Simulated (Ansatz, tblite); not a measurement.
# The cluster Ge₄H₂O₉: a ladder of methods and basis sets

One table from this session's results is given with a row withheld; the runs are named, their logs left out.

Program: Ansatz 0.2.0, Gaussian basis. Level of theory: as each input shows. These are calculated values, not measurements.

Levels to be run: GFN1-xTB, GFN2-xTB, PBE-D4/def2-TZVP, r2SCAN-D4/def2-TZVP, PBE-D4/def2-SVP, PBE0-D4/def2-SVP, HF/STO-3G, HF/6-31G, B3LYP-D4/6-31G, MP2/def2-SVP.

5 further runs of the same task are left out: 3 that didn't finish, 2 set aside as unsound or not needed.

## The structure

The geometry is that of the singlet, from an earlier relaxation (PBE-D4/def2-SVP). At that level it is the lowest of the isomers that a small search found.

15 atoms, charge 0, spin multiplicity 1.

Bond lengths: Ge1–O6 1.789 Å, Ge1–O8 1.747 Å, Ge1–O12 1.856 Å, Ge1–O13 1.827 Å, Ge2–O9 1.790 Å, Ge2–O11 1.749 Å, Ge2–O12 1.847 Å, Ge2–O13 1.831 Å, Ge3–O5 1.642 Å, Ge3–O8 1.833 Å, Ge3–O10 1.757 Å, Ge4–O6 1.808 Å, Ge4–O7 1.642 Å, Ge4–O9 1.802 Å, O10–H14 1.004 Å, O11–H15 0.979 Å. Angles: O6–Ge1–O8 115.3°, O6–Ge1–O12 106.2°, O6–Ge1–O13 106.6°, O8–Ge1–O12 114.4°, O8–Ge1–O13 122.3°, O12–Ge1–O13 88.1°, O9–Ge2–O11 109.9°, O9–Ge2–O12 104.8°, O9–Ge2–O13 106.7°, O11–Ge2–O12 122.2°, O11–Ge2–O13 122.2°, O12–Ge2–O13 88.3°, O5–Ge3–O8 120.7°, O5–Ge3–O10 131.6°, O8–Ge3–O10 107.7°, O6–Ge4–O7 124.6°, O6–Ge4–O9 110.3°, O7–Ge4–O9 125.1° and more.

PBE0-D4/def2-TZVP was run before; its log isn't repeated, and its numbers join the tables.

Set-up of the first run:

Tight binding, by tblite at 300 K electronic temperature and without a spin-polarisation term:

```python
tblite.interface.Calculator('GFN1-xTB', numbers, positions, charge=0, uhf=0).singlepoint()
```

Tight binding, by tblite at 300 K electronic temperature and without a spin-polarisation term:

```python
tblite.interface.Calculator('GFN2-xTB', numbers, positions, charge=0, uhf=0).singlepoint()
```

start.molden holds the orbitals of an earlier run on this state, given as this run's starting guess.

Contents of in.yaml:

```yaml
crystal:
  periodic: [false, false, false]
  atoms:
    - {symbol: Ge, position_ang: [-0.796763, -0.147602, 0.565805]}
    - {symbol: Ge, position_ang: [1.152796, -1.035949, -0.801296]}
    - {symbol: Ge, position_ang: [-0.465369, 2.533341, 2.154072]}
    - {symbol: Ge, position_ang: [-1.624092, -1.985005, -1.758473]}
    - {symbol: O, position_ang: [-0.884942, 3.456151, 3.445639]}
    - {symbol: O, position_ang: [-2.101977, -0.959631, -0.348413]}
    - {symbol: O, position_ang: [-2.677712, -2.805901, -2.713135]}
    - {symbol: O, position_ang: [-1.332462, 0.954807, 1.810948]}
    - {symbol: O, position_ang: [0.165697, -1.970282, -1.965513]}
    - {symbol: O, position_ang: [0.767413, 2.743965, 0.920651]}
    - {symbol: O, position_ang: [2.849071, -1.205884, -1.189935]}
    - {symbol: O, position_ang: [0.328057, 0.613201, -0.699931]}
    - {symbol: O, position_ang: [0.491623, -1.408233, 0.865624]}
    - {symbol: H, position_ang: [0.711612, 2.043985, 0.202873]}
    - {symbol: H, position_ang: [3.417058, -0.826944, -0.488917]}
basis:
  gaussian: {orbitals: def2-TZVP, initial_orbitals: start.molden}
hamiltonian: {xc: pbe, dispersion: d4}
scf: {omitted_lower_state_checks: [starts]}
output: {orbitals: {seedname: orbitals}}
```

Run with:

```
$ ansatz run in.yaml --threads 4 --pin off --events-out ev --progress --plain --max-ram 6963MiB
```

Among the steps run: PBE-D4/def2-TZVP; r2SCAN-D4/def2-TZVP; PBE-D4/def2-SVP; PBE0-D4/def2-SVP; HF/STO-3G; HF/6-31G; B3LYP-D4/6-31G; MP2/def2-SVP.

One table of the session follows, with a row left open; its other results are not shown here.

It belongs to the step «Binding energy». 

| level | binding an atom (eV) |
| --- | --- |
| HF/STO-3G | 2.036 |
| HF/6-31G | 1.746 |
| HF/def2-SVP | 2.241 |
| PBE-D4/def2-SVP | 4.330 |
| PBE-D4/def2-TZVP | ? |
| r2SCAN-D4/def2-TZVP | 4.195 |
| B3LYP-D4/6-31G | 3.710 |
| PBE0-D4/def2-SVP | 4.035 |
| PBE0-D4/def2-TZVP | 4.073 |
| MP2/def2-SVP | 4.032 |

**Question.** Estimate the row for PBE-D4/def2-TZVP.

As computed: binding an atom (eV): 4.338. In the column «binding an atom (eV)» it is the highest.

Limits of these values: Free atoms were run apart at each level; binding is atoms less cluster, divided by the number of atoms, without zero-point or spin-orbit terms.
